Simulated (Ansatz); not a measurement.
# SiNi2 (Pnma) in Ansatz: settings compared

The runs below take SiNi2 through band structure, with RPBE, revPBE, BLYP.

Everything below comes from runs of Ansatz 0.2.0. Logs are shortened: lines on timing, memory, paths and dates and some standing lists are left out, and cuts for length are marked.

### 1 Starting point

It takes space group Pnma (No. 62, orthorhombic). The conventional cell has a = 4.990 Å, b = 3.720 Å, c = 7.030 Å, α = 90.00°, β = 90.00°, γ = 90.00°. Ni (site symmetry m) has 4 Si at 2.28 to 2.33 Å and 4 Ni at 2.53 to 2.62 Å as nearest neighbours. Ni (site symmetry m) has 5 Si at 2.34 to 2.57 Å and 6 Ni at 2.53 to 2.62 Å as nearest neighbours. Si (site symmetry m) is surrounded by 9 Ni at 2.28 to 2.57 Å.

### 2 Band structure, RPBE, collinear spin, ferromagnetic start

Input file input.yaml:

```yaml
crystal:
  lattice:
    - [4.99, 0.0, 0.0]
    - [0.0, 3.72, 0.0]
    - [0.0, 0.0, 7.03]
  atoms:
    - { symbol: Ni, position: [0.325, 0.75, 0.937], spin: 1.0 }
    - { symbol: Ni, position: [0.675, 0.25, 0.063], spin: 1.0 }
    - { symbol: Ni, position: [0.175, 0.25, 0.437], spin: 1.0 }
    - { symbol: Ni, position: [0.825, 0.75, 0.563], spin: 1.0 }
    - { symbol: Ni, position: [0.458, 0.75, 0.297], spin: 1.0 }
    - { symbol: Ni, position: [0.542, 0.25, 0.703], spin: 1.0 }
    - { symbol: Ni, position: [0.042, 0.25, 0.797], spin: 1.0 }
    - { symbol: Ni, position: [0.958, 0.75, 0.203], spin: 1.0 }
    - { symbol: Si, position: [0.786, 0.75, 0.886] }
    - { symbol: Si, position: [0.214, 0.25, 0.114] }
    - { symbol: Si, position: [0.714, 0.25, 0.386] }
    - { symbol: Si, position: [0.286, 0.75, 0.614] }
hamiltonian:
  xc: rpbe
  pseudopotentials: { kind: paw }
magnetization:
  spin_polarized: true
kpoints:
  mp_grid: { grid: [5, 5, 3] }
  band_path:
    path:
      - [[0.0, 0.0, 0.0], [0.0, -0.5, 0.0], [-0.5, -0.5, 0.0], [-0.5, 0.0, 0.0], [0.0, 0.0, 0.0], [0.0, 0.0, -0.5], [0.0, -0.5, -0.5], [-0.5, -0.5, -0.5], [-0.5, 0.0, -0.5], [0.0, 0.0, -0.5]]
      - [[-0.5, 0.0, 0.0], [-0.5, 0.0, -0.5]]
      - [[0.0, -0.5, -0.5], [0.0, -0.5, 0.0]]
      - [[-0.5, -0.5, 0.0], [-0.5, -0.5, -0.5]]
    npoints: 10
scf:
  occupations: { method: fermi_dirac, width: 0.05 }
  n_extra_bands: 30
output:
  forces: true
  stress: true
  eigenvalues: true
  fatbands: true
```

Potentials or basis: Ansatz PAW.

Run with:

```bash
$ ansatz run input.yaml --threads 4 --pin off --max-ram 11264MiB --backend cpu --events-out ev --progress --plain --runs-dir out
```

Log:

```text
Warning: RAYON_NUM_THREADS=4 ignored (pool sized by the plan → 4); use --threads N
scf.n_extra_bands = 30 over 80 filled bands (N_el = 160.0): the run solves 110 bands
Engine: ansatz 0.2.0, aarch64-unknown-linux-gnu
Pseudopotentials: kind: paw
Pseudopotential: Ni, paw, valence charge 18, recommended cutoff 420 eV (normal), Ni.paw.azcp
Pseudopotential: Si, paw, valence charge 4, recommended cutoff 420 eV (normal), Si.paw.azcp
Functional definition: RPBE
  parameter kappa = 0.804
  parameter beta = 0.06672455060314922
  exchange = rpbe_x(kappa = kappa, mu = beta*pi^2/3)
  correlation = pbe_c(beta = beta)
Crystal: 12 atoms, lattice volume = 130.496 Å³
Basis set: ecut = 420 eV, 2559 PW (Γ), exchange–correlation on 72×50×96 points (8 copies of the dense FFT grid, shifted against one another)
Bands: 110, of which v1, the nominal top of the filled ones, is band 80 counted from 1 (79 counted from 0)
Symmetry: 8 space group operations
Space group: Pnma (ITA 62), of the structure as read, at distance tolerance 5.1e-5 Å
Magnetic group: BNS 62.441 (UNI 539), of the structure as read, at distance tolerance 5.1e-5 Å
k-points: 18 of 75
Non-local potential: Ni, projectors of the file, l = 0: 3, l = 1: 2, l = 2: 3, l = 3: 1
Non-local potential: Si, projectors of the file, l = 0: 2, l = 1: 2, l = 2: 2
PAW form: soft (Blöchl's): semilocal exchange-correlation on the pseudo side does not see the compensation charge
PAW frozen core: Ni, regenerated for the run's functional, and the local potential with it (the file was generated under x = pbe(κ = 0.804, μ = 0.2195149727645171), c = pbe(β = 0.06672455060314922))
PAW frozen core: Si, regenerated for the run's functional, and the local potential with it (the file was generated under x = pbe(κ = 0.804, μ = 0.2195149727645171), c = pbe(β = 0.06672455060314922))
PAW one-centre angular grid: Ni, 590 points (default); XC on 64 Gauss nodes
PAW one-centre angular grid: Si, 110 points (default); XC on 64 Gauss nodes
Initial density: superposition of atomic densities (chi_scale 0.1, normalization cell)
[... 23 lines left out ...]
NSCF: frozen V_eff on 124 k-points
SCF converged after 13 iterations
Magnetization: -0.0000 μB (80.0000 up, 80.0000 down)
Absolute magnetization: 0.0000 μB (∫|ρ↑−ρ↓|, with the PAW one-centre terms)
Spin contamination: 0.0000 ħ² per cell (⟨S²⟩ above its minimum at these occupations)
Per-site moments (μB) at R_I (Å): [(-1.2851863641410365e-7, 0.9400933940979119), (-1.2851863650860288e-7, 0.9400933940979117), (-1.2851863641231162e-7, 0.9400933940979117), (-1.285186366135672e-7, 0.9400933940979117), (-4.342662501177634e-9, 0.9658946159052578), (-4.3426620669015625e-9, 0.965894615905258), (-4.342662530426152e-9, 0.9658946159052577), (-4.3426623480307744e-9, 0.9658946159052578), (-4.679385591993021e-8, 0.9400933940979117), (-4.679385596293258e-8, 0.9400933940979117), (-4.6793856227369705e-8, 0.9400933940979117), (-4.6793856121701286e-8, 0.9400933940979119)]
Free energy (F): -49319.527019 eV
Harris-Foulkes:  -49319.527019 eV  (|F-HF|=2.98e-8)
Internal energy: -49319.470603 eV  (E = F + TS)
E sigma→0 (E₀):  -49319.498811 eV
Entropy (-TS):   -0.056416 eV (-4.701 meV/atom)
Fermi energy:    17.436354 eV
--- Per-component energies (eV) ---
  E_band       = -2270.546443
  E_kinetic    = 2456.992507
  E_local      = -31659.167052  (includes V_loc(G=0)·N_el)
  E_nonlocal   = 5192.328796
  E_hartree    = 13529.208795
  E_xc         = -912.860083
  E_vxc        = -1078.966184  (∫ρ·V_xc dr)
  E_paw        = -15159.146537  (= ΣΔE_a)
  E_vpaw       = -4240.164977  (= ΣTr[D̂ρ^β])
  E_aug_tail   = 0.004457  (compensation charges beyond the density's cutoff)
  E_ewald      = -22766.380791
  E_core_change = -0.450696  (= ΣΔE_core)
  E_smearing   = -0.056416  (= −TS)
  E_closure    = 0.000000  (closes the sum)
  Σ components = -49319.527019   (vs F -49319.527019, Δ=0.00e0)
--- Forces (eV/Å), atoms counted from 1 ---
  atom   1  Ni     0.26514011     0.00000000     0.24402423
  atom   2  Ni    -0.26514011     0.00000000    -0.24402423
  atom   3  Ni    -0.26514011     0.00000000     0.24402423
  atom   4  Ni     0.26514011     0.00000000    -0.24402423
  atom   5  Ni     0.09897180     0.00000000    -0.26806450
  atom   6  Ni    -0.09897180     0.00000000     0.26806450
  atom   7  Ni    -0.09897180     0.00000000    -0.26806450
  atom   8  Ni     0.09897180     0.00000000     0.26806450
  atom   9  Si    -0.01953577    -0.00000000     0.04232378
  atom  10  Si     0.01953577    -0.00000000    -0.04232378
  atom  11  Si     0.01953577    -0.00000000     0.04232378
  atom  12  Si    -0.01953577    -0.00000000    -0.04232378
  max |Σ_I F_I| component: 9.02e-17 eV/Å
--- Stress (GPa, compression-positive) ---
        6.701269       0.000000       0.000000
        0.000000       8.736864       0.000000
        0.000000       0.000000       8.918542
  P = ⅓ Tr σ = 8.1189 GPa (81.189 kbar)
--- Band table (eV; the first three rows and the last of 36) ---
  k-point 0 ↑: bands = ["-86.2971", "-86.2966", "-86.2930", "-86.2930", "-86.1555", "-86.1551", "-86.1488", "-86.1487", "-46.6982", "-46.6958", "-46.6957", "-46.6913", "-46.6460", "-46.6334", "-46.6239", "-46.6135", "-46.5930", "-46.5907", "-46.5697", "-46.5668", "-46.5451", "-46.5438", "-46.5409", "-46.5399", "-46.5084", "-46.5040", "-46.4622", "-46.4621", "-46.4362", "-46.4293", "-46.4066", "-46.4053", "4.6948", "7.2974", "7.3557", "9.1686", "10.7365", "11.2061", "11.9339", "12.3304", "12.6096", "12.7758", "12.9390", "13.0315", "13.2504", "13.3334", "13.4580", "13.5796", "13.9353", "13.9872", "14.1263", "14.1408", "14.2627", "14.3261", "14.7157", "14.7868", "14.8426", "14.9647", "15.0446", "15.1079", "15.2062", "15.3280", "15.4436", "15.4475", "15.5326", "15.5414", "15.5731", "15.6888", "15.8247", "15.8365", "15.8562", "16.0356", "16.0891", "16.1863", "16.2248", "16.3522", "16.4608", "16.5026", "16.8022", "17.1993", "18.1540", "18.3251", "19.4346", "19.6615", "19.9492", "20.3570", "21.0375", "21.0735", "21.5848", "21.9646", "22.5123", "22.7549", "23.6377", "23.6676", "24.0189", "25.1168", "25.2384", "25.3005", "25.8860", "26.3211", "26.5481", "27.2461", "27.7075", "27.7846", "27.9327", "27.9707", "28.7591", "28.8368", "29.6355", "30.1029"]
[... 3 lines left out ...]
```

It took 80 s on 4 threads of Arm Neoverse V1, shared host; peak memory 1.7 GiB.

What came out:

| Item | Value |
| --- | --- |
| Free energy | -49319.5270 eV |
| Pressure | 8.1 GPa |
| Largest force | 0.360 eV/Å |
| Band gap on the k mesh | none (metal or under the smearing width) |
| Net moment | 0.00 μB per cell |
| Absolute moment | 0.00 μB per cell |

Forces on the atoms (eV/Å):
```
Ni   0.265  0.000  0.244
Ni  -0.265  0.000 -0.244
Ni  -0.265  0.000  0.244
Ni   0.265  0.000 -0.244
Ni   0.099  0.000 -0.268
Ni  -0.099  0.000  0.268
Ni  -0.099  0.000 -0.268
Ni   0.099  0.000  0.268
Si  -0.020  0.000  0.042
Si   0.020  0.000 -0.042
Si   0.020  0.000  0.042
Si  -0.020  0.000 -0.042
```

Caveat: the PAW data sets come from PBE, with cores solved anew for the run's functional, which leaves a small shift of forces and pressure; the starting moments weren't kept.

### 3 Band structure, revPBE, collinear spin, ferromagnetic start

Changes to input.yaml since step 2:

```diff
@@ -19,3 +19,3 @@
 hamiltonian:
-  xc: rpbe
+  xc: revpbe
   pseudopotentials: { kind: paw }
@@ -39,2 +39,2 @@
   eigenvalues: true
-  fatbands: true
+  fatbands: false
```

Potentials or basis: Ansatz PAW.

Run with:

```bash
$ ansatz run input.yaml --threads 4 --pin off --max-ram 11264MiB --backend cpu --events-out ev --progress --plain --runs-dir out
```

Run time: 56 s. Hardware: 4 threads of Arm Neoverse V1, shared host; peak memory 1.7 GiB.

The run converged. Its results:

| Quantity | Value |
| --- | --- |
| Free energy | -49304.6572 eV |
| Pressure | 6.9 GPa |
| Largest force | 0.359 eV/Å |
| Band gap on the k mesh | none (metal or under the smearing width) |
| Net moment | 0.00 μB per cell |
| Absolute moment | 0.00 μB per cell |

Forces in eV/Å, atoms in the order of the input:
```
Ni   0.264  0.000  0.243
Ni  -0.264  0.000 -0.243
Ni  -0.264  0.000  0.243
Ni   0.264  0.000 -0.243
Ni   0.100  0.000 -0.261
Ni  -0.100  0.000  0.261
Ni  -0.100  0.000 -0.261
Ni   0.100  0.000  0.261
Si  -0.025  0.000  0.043
Si   0.025  0.000 -0.043
Si   0.025  0.000  0.043
Si  -0.025  0.000 -0.043
```

Stress tensor (GPa, compression positive):
```
5.50 0.00 0.00
0.00 7.44 0.00
0.00 0.00 7.65
```

Levels at the corners of the path, in eV from the Fermi level:
Spin up:
```csv
point,band 78,band 79,band 80,band 81,band 82,band 83
Γ,-0.93,-0.63,-0.24,0.72,0.89,2.00
X,-0.97,-0.94,-0.94,0.70,0.70,1.38
S,-0.78,-0.78,-0.78,0.03,0.03,0.03
Y,-0.95,1.20,1.20,2.00,2.00,2.66
Γ,-0.93,-0.63,-0.24,0.72,0.89,2.00
Z,-1.06,-0.41,-0.41,0.21,0.21,1.39
U,-0.88,-0.43,-0.43,-0.37,-0.37,1.20
R,-0.73,-0.73,-0.73,0.52,0.52,0.52
T,-0.59,0.28,0.28,1.82,1.82,1.90
Z,-1.06,-0.41,-0.41,0.21,0.21,1.39
Y,-0.95,1.20,1.20,2.00,2.00,2.66
T,-0.59,0.28,0.28,1.82,1.82,1.90
U,-0.88,-0.43,-0.43,-0.37,-0.37,1.20
X,-0.97,-0.94,-0.94,0.70,0.70,1.38
S,-0.78,-0.78,-0.78,0.03,0.03,0.03
R,-0.73,-0.73,-0.73,0.52,0.52,0.52
```
Spin down:
| point | band 76 | band 77 | band 78 | band 79 | band 80 | band 81 | band 82 | band 83 | band 84 | band 85 |
| --- | --- | --- | --- | --- | --- | --- | --- | --- | --- | --- |
| Γ | -1.09 | -0.98 | -0.93 | -0.63 | -0.24 | 0.72 | 0.89 | 2.00 | 2.23 | 2.51 |
| X | -1.37 | -0.97 | -0.97 | -0.94 | -0.94 | 0.70 | 0.70 | 1.38 | 1.38 | 1.77 |
| S | -1.38 | -0.78 | -0.78 | -0.78 | -0.78 | 0.03 | 0.03 | 0.03 | 0.03 | 4.29 |
| Y | -1.07 | -0.95 | -0.95 | 1.20 | 1.20 | 2.00 | 2.00 | 2.66 | 2.66 | 3.28 |
| Γ | -1.09 | -0.98 | -0.93 | -0.63 | -0.24 | 0.72 | 0.89 | 2.00 | 2.23 | 2.51 |
| Z | -1.08 | -1.06 | -1.06 | -0.41 | -0.41 | 0.21 | 0.21 | 1.39 | 1.39 | 3.06 |
| U | -1.29 | -0.88 | -0.88 | -0.43 | -0.43 | -0.37 | -0.37 | 1.20 | 1.20 | 1.95 |
| R | -1.45 | -0.73 | -0.73 | -0.73 | -0.73 | 0.52 | 0.52 | 0.52 | 0.52 | 2.62 |
| T | -0.96 | -0.59 | -0.59 | 0.28 | 0.28 | 1.82 | 1.82 | 1.90 | 1.90 | 2.34 |
| Z | -1.08 | -1.06 | -1.06 | -0.41 | -0.41 | 0.21 | 0.21 | 1.39 | 1.39 | 3.06 |
| Y | -1.07 | -0.95 | -0.95 | 1.20 | 1.20 | 2.00 | 2.00 | 2.66 | 2.66 | 3.28 |
| T | -0.96 | -0.59 | -0.59 | 0.28 | 0.28 | 1.82 | 1.82 | 1.90 | 1.90 | 2.34 |
| U | -1.29 | -0.88 | -0.88 | -0.43 | -0.43 | -0.37 | -0.37 | 1.20 | 1.20 | 1.95 |
| X | -1.37 | -0.97 | -0.97 | -0.94 | -0.94 | 0.70 | 0.70 | 1.38 | 1.38 | 1.77 |
| S | -1.38 | -0.78 | -0.78 | -0.78 | -0.78 | 0.03 | 0.03 | 0.03 | 0.03 | 4.29 |
| R | -1.45 | -0.73 | -0.73 | -0.73 | -0.73 | 0.52 | 0.52 | 0.52 | 0.52 | 2.62 |

Caveat: the PAW data sets come from PBE, with cores solved anew for the run's functional, which leaves a small shift of forces and pressure; the starting moments weren't kept.

### 4 Band structure, BLYP, collinear spin, ferromagnetic start

Changes to input.yaml since step 3:

```diff
@@ -19,3 +19,3 @@
 hamiltonian:
-  xc: revpbe
+  xc: blyp
   pseudopotentials: { kind: paw }
@@ -40 +40,5 @@
   fatbands: false
+  write_density: true
+  write_potential: true
+  elf: true
+  volumetric_format: npy
```

Run with:

```bash
$ ansatz run input.yaml --threads 4 --pin off --max-ram 11264MiB --backend cpu --events-out ev --progress --plain --runs-dir out
```

Wall time 59 s (4 threads of Arm Neoverse V1, shared host); peak memory 1.7 GiB.

The run converged. Its results:

| Property | Result |
| --- | --- |
| Free energy | -49347.9068 eV |
| Pressure | 12.7 GPa |
| Largest force | 0.353 eV/Å |
| Band gap on the k mesh | none (metal or under the smearing width) |
| Net moment | 0.00 μB per cell |
| Absolute moment | 0.00 μB per cell |

Forces in eV/Å, atoms in the order of the input:
```
Ni   0.291  0.000  0.199
Ni  -0.291  0.000 -0.199
Ni  -0.291  0.000  0.199
Ni   0.291  0.000 -0.199
Ni   0.128  0.000 -0.084
Ni  -0.128  0.000  0.084
Ni  -0.128  0.000 -0.084
Ni   0.128  0.000  0.084
Si  -0.118  0.000  0.067
Si   0.118  0.000 -0.067
Si   0.118  0.000  0.067
Si  -0.118  0.000 -0.067
```

Stress tensor (GPa, compression positive):
```
12.35  0.00  0.00
 0.00 12.52  0.00
 0.00  0.00 13.25
```

Levels at the corners of the path, in eV from the Fermi level:
Spin up:
| point | band 78 | band 79 | band 80 | band 81 | band 82 | band 83 |
| --- | --- | --- | --- | --- | --- | --- |
| Γ | -0.96 | -0.66 | -0.26 | 0.67 | 0.91 | 2.01 |
| X | -1.00 | -0.97 | -0.97 | 0.69 | 0.69 | 1.41 |
| S | -0.80 | -0.80 | -0.80 | 0.01 | 0.01 | 0.01 |
| Y | -0.98 | 1.24 | 1.24 | 1.95 | 1.95 | 2.69 |
| Γ | -0.96 | -0.66 | -0.26 | 0.67 | 0.91 | 2.01 |
| Z | -1.09 | -0.43 | -0.43 | 0.24 | 0.24 | 1.39 |
| U | -0.90 | -0.43 | -0.43 | -0.38 | -0.38 | 1.11 |
| R | -0.76 | -0.76 | -0.76 | 0.54 | 0.54 | 0.54 |
| T | -0.61 | 0.27 | 0.27 | 1.86 | 1.86 | 1.96 |
| Z | -1.09 | -0.43 | -0.43 | 0.24 | 0.24 | 1.39 |
| Y | -0.98 | 1.24 | 1.24 | 1.95 | 1.95 | 2.69 |
| T | -0.61 | 0.27 | 0.27 | 1.86 | 1.86 | 1.96 |
| U | -0.90 | -0.43 | -0.43 | -0.38 | -0.38 | 1.11 |
| X | -1.00 | -0.97 | -0.97 | 0.69 | 0.69 | 1.41 |
| S | -0.80 | -0.80 | -0.80 | 0.01 | 0.01 | 0.01 |
| R | -0.76 | -0.76 | -0.76 | 0.54 | 0.54 | 0.54 |
Spin down:
| point | band 76 | band 77 | band 78 | band 79 | band 80 | band 81 | band 82 | band 83 | band 84 | band 85 |
| --- | --- | --- | --- | --- | --- | --- | --- | --- | --- | --- |
| Γ | -1.11 | -1.01 | -0.96 | -0.66 | -0.26 | 0.67 | 0.91 | 2.01 | 2.25 | 2.55 |
| X | -1.39 | -1.00 | -1.00 | -0.97 | -0.97 | 0.69 | 0.69 | 1.41 | 1.41 | 1.74 |
| S | -1.42 | -0.80 | -0.80 | -0.80 | -0.80 | 0.01 | 0.01 | 0.01 | 0.01 | 4.27 |
| Y | -1.10 | -0.98 | -0.98 | 1.24 | 1.24 | 1.95 | 1.95 | 2.69 | 2.69 | 3.27 |
| Γ | -1.11 | -1.01 | -0.96 | -0.66 | -0.26 | 0.67 | 0.91 | 2.01 | 2.25 | 2.55 |
| Z | -1.09 | -1.09 | -1.09 | -0.43 | -0.43 | 0.24 | 0.24 | 1.39 | 1.39 | 3.04 |
| U | -1.31 | -0.90 | -0.90 | -0.43 | -0.43 | -0.38 | -0.38 | 1.11 | 1.11 | 1.96 |
| R | -1.48 | -0.76 | -0.76 | -0.76 | -0.76 | 0.54 | 0.54 | 0.54 | 0.54 | 2.60 |
| T | -0.99 | -0.61 | -0.61 | 0.27 | 0.27 | 1.86 | 1.86 | 1.96 | 1.96 | 2.33 |
| Z | -1.09 | -1.09 | -1.09 | -0.43 | -0.43 | 0.24 | 0.24 | 1.39 | 1.39 | 3.04 |
| Y | -1.10 | -0.98 | -0.98 | 1.24 | 1.24 | 1.95 | 1.95 | 2.69 | 2.69 | 3.27 |
| T | -0.99 | -0.61 | -0.61 | 0.27 | 0.27 | 1.86 | 1.86 | 1.96 | 1.96 | 2.33 |
| U | -1.31 | -0.90 | -0.90 | -0.43 | -0.43 | -0.38 | -0.38 | 1.11 | 1.11 | 1.96 |
| X | -1.39 | -1.00 | -1.00 | -0.97 | -0.97 | 0.69 | 0.69 | 1.41 | 1.41 | 1.74 |
| S | -1.42 | -0.80 | -0.80 | -0.80 | -0.80 | 0.01 | 0.01 | 0.01 | 0.01 | 4.27 |
| R | -1.48 | -0.76 | -0.76 | -0.76 | -0.76 | 0.54 | 0.54 | 0.54 | 0.54 | 2.60 |

Caveat: the PAW data sets come from PBE, with cores solved anew for the run's functional, which leaves a small shift of forces and pressure; the starting moments weren't kept.

### 5 Summary

```csv
level,gap on the mesh (eV),pressure (GPa),moment (μB),largest force (eV/Å)
RPBE,none,8.1,0.00,0.36
revPBE,none,6.9,0.00,0.36
BLYP,none,12.7,0.00,0.35
```

Alike in all rows: task band structure; potentials or basis Ansatz PAW; spin collinear, ferromagnetic start; cell as given; k mesh 5 × 5 × 3; cutoff (eV) 420; smearing fermi-dirac 0.05 eV.

Every run on the cell as given and a fine mesh finds a metal. The pressure there spans 6.9 GPa (revPBE) to 12.7 GPa (BLYP); a positive pressure means that this level wants a larger cell, a negative one a smaller.

Caveats: the PAW data sets come from PBE, with cores solved anew for the run's functional, which leaves a small shift of forces and pressure; the starting moments weren't kept.

Total energies depend on the potentials used, so only differences within one code and one set of settings carry meaning.
